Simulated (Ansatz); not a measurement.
# GeH4S (triplet): wave-function methods side by side at distance Ge1–H5 along a hydrogen transfer = 1.931 Å, cc-pVDZ

An exercise on one series of results from a longer session: the logs are not shown, and one member is left open.

The runs use Ansatz 0.2.0, Gaussian basis; cc-pVDZ, core rule «outside noble gas», up to 19 orbitals frozen.

To be run: UHF; CCSD(T) on ROHF; CCSD(T) on UHF; BCCD(T) on ROHF; CISD; CCSDT(Q) on ROHF; CCSDT(Q) on UHF; CASSCF and MRCISD+Q, 4 electrons in 4 orbitals; CASSCF and NEVPT2, 4 electrons in 4 orbitals.

8 further runs of the same task are left out: 7 that didn't finish, 1 set aside as unsound or not needed.

**The system**

The geometry derives from fragments relaxed apart (PBE0/def2-TZVP) and kept rigid, so it is no stationary point. A hydrogen atom is moved between rigid fragments. No spin-orbit coupling is included. The filled d shell of Ge may be among the frozen orbitals whatever the setting's name suggests; the logs give the count.

6 atoms, charge 0, spin multiplicity 3.

Atoms are counted from 1 here; the program's logs count them from 0.

Bond lengths: Ge1–H2 1.534 Å, Ge1–H3 1.534 Å, Ge1–H4 1.534 Å, Ge1–H5 1.931 Å, H5–S6 1.446 Å. Angles: H2–Ge1–H3 109.5°, H2–Ge1–H4 109.5°, H2–Ge1–H5 109.5°, H3–Ge1–H4 109.5°, H3–Ge1–H5 109.5°, H4–Ge1–H5 109.5°, Ge1–H5–S6 180.0°.

Coordinates:

```tsv
atom	x (Å)	y (Å)	z (Å)
Ge1	-0.99951	0.00000	0.00000
H2	-1.51096	1.44660	0.00000
H3	-1.51096	-0.72330	1.25279
H4	-1.51096	-0.72330	-1.25279
H5	0.93149	0.00000	0.00000
S6	2.37749	0.00000	0.00000
```

The first run:

The input, in.yaml:

```yaml
crystal:
  periodic: [false, false, false]
  atoms:
    - {symbol: Ge, position_ang: [-0.999508, 0.000000, 0.000000]}
    - {symbol: H, position_ang: [-1.510958, 1.446599, 0.000000]}
    - {symbol: H, position_ang: [-1.510958, -0.723300, 1.252792]}
    - {symbol: H, position_ang: [-1.510958, -0.723299, -1.252792]}
    - {symbol: H, position_ang: [0.931492, 0.000000, 0.000000]}
    - {symbol: S, position_ang: [2.377492, 0.000000, 0.000000]}
basis:
  gaussian: {orbitals: cc-pVDZ}
magnetization: {spin_polarized: true, initial_magnetization: 2}
hamiltonian: {xc: hf}
output: {orbitals: {seedname: orbitals}}
```

The run is started by

```console
ansatz run in.yaml --threads 1 --pin off --events-out ev --progress --plain --max-ram 2393MiB
```

Steps of the session up to this table: UHF; CCSD(T) on ROHF; CCSD(T) on UHF; BCCD(T) on ROHF; CISD; CCSDT(Q) on ROHF; CCSDT(Q) on UHF; CASSCF and MRCISD+Q, 4 electrons in 4 orbitals; CASSCF and NEVPT2, 4 electrons in 4 orbitals.

One of the session's tables, all rows but one given; the rest of the session is left out.

| method | from UCCSDT(Q) (kcal/mol) |
| --- | --- |
| ROHF | +172.10 |
| UHF | +166.82 |
| RMP2 | +32.64 |
| UMP2 | ? |
| CISD | +19.85 |
| RCCSD | +4.44 |
| UCCSD | +4.26 |
| RCCSD(T) | +0.92 |
| UCCSD(T) | +0.87 |
| BCCD(T) | +0.91 |
| RCCSDT | +0.25 |
| UCCSDT | +0.18 |
| RCCSDT(Q) | +0.07 |
| UCCSDT(Q) | 0 |
| CASSCF pair | +159.79 |
| NEVPT2 pair | +32.10 |
| MRCISD pair | +17.51 |
| MRCISD+Q pair | +1.39 |

Q: Estimate the row for UMP2 from the others.

The run gave: from UCCSDT(Q) (kcal/mol): +33.27. In the column «from UCCSDT(Q) (kcal/mol)» it lies between RMP2 (+32.64) and CASSCF pair (+159.79).

Among the levels timed on like hardware and quicker than the yardstick, those that no quicker one beats, quickest first: NEVPT2 pair (4.6 s, +32.10 kcal/mol); MRCISD+Q pair (5.5 s, +1.39 kcal/mol); UCCSD(T) (6 s, +0.87 kcal/mol).

Caveats from the session: Of the multireference levels listed MRCISD+Q pair comes nearest in total energy (+1.39 kcal/mol), which doesn't show that its space is the better one. Restricted and unrestricted rows rest on different reference determinants; where their highest levels disagree by more than a few hundredths of an eV, they describe different states and don't form one ladder.
